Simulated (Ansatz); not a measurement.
## BiTe under changes of volume

One of the cells (33.725 Å³/atom); the others are scaled copies at fixed shape and fractional positions:

```
Bi Te
1.0
     2.42271    1.39875    3.31729
    -2.42271    1.39875    3.31729
     0.00000   -2.79750    3.31729
Bi Te
1 1
Direct
  0.50000 0.50000 0.50000
  0.00000 0.00000 0.00000
```

The cell comes from a database or a generator and needn't be the stable form of this composition.

| Property | Result |
| --- | --- |
| Program | Ansatz 0.2.0 |
| Functional | HSE06 |
| Potentials or basis | Ansatz PAW |
| Cutoff | 420 eV (not typed: the program's choice for these potentials) |
| k mesh | 4 × 4 × 4 |
| Occupations | fermi-dirac, width 0.05 eV |
| Spin | no spin polarisation |

```csv
volume (Å³/atom),energy over the lowest point (meV/atom),pressure (GPa)
31.701,4.17,1.6
32.376,0.00,0.4
33.050,0.95,-0.8
33.725,6.42,-1.8
34.399,?,?
35.074,28.94,-3.4
35.748,45.00,-4.1
```

What does the run at 34.399 Å³/atom give?

Energy over the lowest point 15.91 meV/atom; pressure -2.7 GPa.

Worked out: A Birch-Murnaghan fit of order 3 (a polynomial in V^(-2/3)) to the other rows has its minimum at 32.58 Å³/atom with B0 = V·E''(V) = 57 GPa and B' = 5.1 at fixed shape and positions, which overstates the stiffness. It gives 15.91 meV/atom at 34.399 Å³/atom, against the run's 15.91, and -dE/dV = -2.7 GPa, against -2.7.

Energies are extrapolated to zero smearing.

Caveats: all runs use coarse meshes; the PAW data sets come from PBE, with cores solved anew for the run's functional, which leaves a small shift of forces and pressure; the thresholds are loose for stress.
